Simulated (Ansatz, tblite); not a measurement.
Mg$_{2}$SO: GFN1-xTB, run from Python

These are simulated results from tblite 0.8.0, not measurements. The cell was built from a prototype and was relaxed with r2SCAN in plane waves (Ansatz 0.2.0). It may be hypothetical. All runs are without spin polarisation.

Space group P4/mmm (No. 123), tetragonal; a = 3.408 Å, c = 4.761 Å in the conventional setting, 13.83 Å³ an atom. O is surrounded by 6 Mg at 2.38–2.41 Å; Mg is surrounded by 2 O at 2.38 Å and 4 S at 2.41 Å; S is surrounded by 6 Mg at 2.38–2.41 Å; Mg is surrounded by 2 S at 2.38 Å and 4 O at 2.41 Å.

tblite solves periodic systems at the zone centre alone, so the script builds a cluster of 3×3×2 conventional cells (72 atoms), which folds in a coarse mesh of k points.

The script, run.py:

```python
import json
from ase import Atoms
from ase.build import make_supercell
from ase.units import Bohr, GPa, Hartree
from tblite.interface import Calculator

atoms = Atoms(['O', 'Mg', 'S', 'Mg'],
              cell=[[3.408394, -0.0, 0.0], [-0.0, 3.408394, 0.0], [0.0, 0.0, 4.761119]],
              scaled_positions=[[0.0, 0.0, 0.0], [-0.0, -0.0, 0.5], [0.5, 0.5, 0.5], [0.5, 0.5, 0.0]],
              pbc=True)
cluster = make_supercell(atoms, [[3, 0, 0], [0, 3, 0], [0, 0, 2]])
calc = Calculator('GFN1-xTB', cluster.numbers, cluster.positions / Bohr, lattice=cluster.cell[:] / Bohr, periodic=cluster.pbc)
calc.set('temperature', 0.02 / Hartree)
calc.set('max-iter', 150)
res = calc.singlepoint()
levels = res.get('orbital-energies') * Hartree
nv = round(res.get('orbital-occupations').sum() / 2)
cells = len(cluster) // len(atoms)
out = {'energy_per_cell': res.get('energy') * Hartree / cells, 'homo': levels[nv - 1], 'lumo': levels[nv],
       'stress': (-res.get('virial') * Hartree / cluster.get_volume() / GPa).tolist(), 'charges': res.get('charges')[:len(atoms)].tolist(), 'electrons': 2 * nv / cells}
json.dump(out, open('results.json', 'w'))
for key, value in out.items():
    print(key, value)
```

Command: `python run.py`. It took 3.7 s on 1 thread of Arm Neoverse V2, on a shared host, peak memory 0.11 GiB.

What it printed:

```
------------------------------------------------------------
  cycle        total energy    energy error   density error
------------------------------------------------------------
      1     -171.0705701431  -1.7083569E+02   1.1357025E+00
      2     -178.7666493951  -7.6960793E+00   4.2391655E-01
      3     -178.7542540618   1.2395333E-02   2.1738702E-01
      4     -179.3075010600  -5.5324700E-01   1.3187342E-01
      5     -179.3101844745  -2.6834145E-03   4.3861997E-02
      6     -179.3620304532  -5.1845979E-02   1.0548248E-02
      7     -179.3641267432  -2.0962900E-03   5.5328550E-03
      8     -179.3636094125   5.1733070E-04   8.2034072E-03
      9     -179.3639660018  -3.5658934E-04   7.4698091E-03
     10     -179.3648768947  -9.1089287E-04   3.7575106E-03
     11     -179.3651172915  -2.4039678E-04   1.8468481E-03
     12     -179.3651960102  -7.8718766E-05   3.5927959E-04
     13     -179.3651986999  -2.6896448E-06   3.4021599E-04
     14     -179.3652005356  -1.8356714E-06   6.4661581E-05
     15     -179.3652005913  -5.5791816E-08   3.8314048E-05
     16     -179.3652006414  -5.0007827E-08   3.1549703E-05
     17     -179.3652006329   8.4949079E-09   3.5525579E-05
     18     -179.3652006380  -5.1112750E-09   3.1799077E-05
     19     -179.3652006552  -1.7213836E-08   1.0159011E-05
------------------------------------------------------------

 total:                                   3.203 sec
energy_per_cell -271.1542063536797
homo -12.441161299432117
lumo -12.441161299432084
stress [[4.454808688252029, 8.044402401256833e-07, -3.6573051421512283e-06], [8.044402401179871e-07, 4.454808688252058, -3.657305139186325e-06], [-3.657305142253259e-06, -3.657305139270684e-06, 6.216518354752667]]
charges [-0.8243810850661755, 0.5597701675667295, -0.32352773556737946, 0.5881202485613343]
electrons 16.0
```

The cycle table is in hartree for the whole cluster, and the lines after it are in eV (the energy for one cell). The printed stress is in GPa and positive in compression, and the pressure is its mean diagonal.

GFN1-xTB gives no gap at the points read. On the same cell, plane-wave PBE (Ansatz, 8×8×6 k points and the special points) gives a gap of 3.19 eV and r2SCAN a gap of 3.98 eV; on shared hosts these took about 3.4 and 9.8 core-seconds on the 4-atom cell, against 3.7 for the script. Semilocal gaps usually lie below measured ones. This method closes a gap that PBE finds, a failure in kind.

The same script was run on cells scaled at fixed shape and fractional coordinates:

```csv
volume (Å³/atom),energy (meV/atom),"pressure (GPa, positive in compression)",gap (eV)
12.17,130.3,22.04,0.00
13.00,43.4,12.11,0.00
13.83,0.0,5.04,0.00
14.66,-12.2,-0.05,0.00
15.49,-2.0,-3.75,0.00
```

A Birch-Murnaghan fit puts the minimum at 14.65 Å³/atom, 5.9 % above the given cell, with a bulk modulus of 76.3 GPa at fixed shape.

xTB was fitted mostly to molecules, and a small cluster samples few k points, so gaps, pressures and kinks along a curve can be far from a solid's.
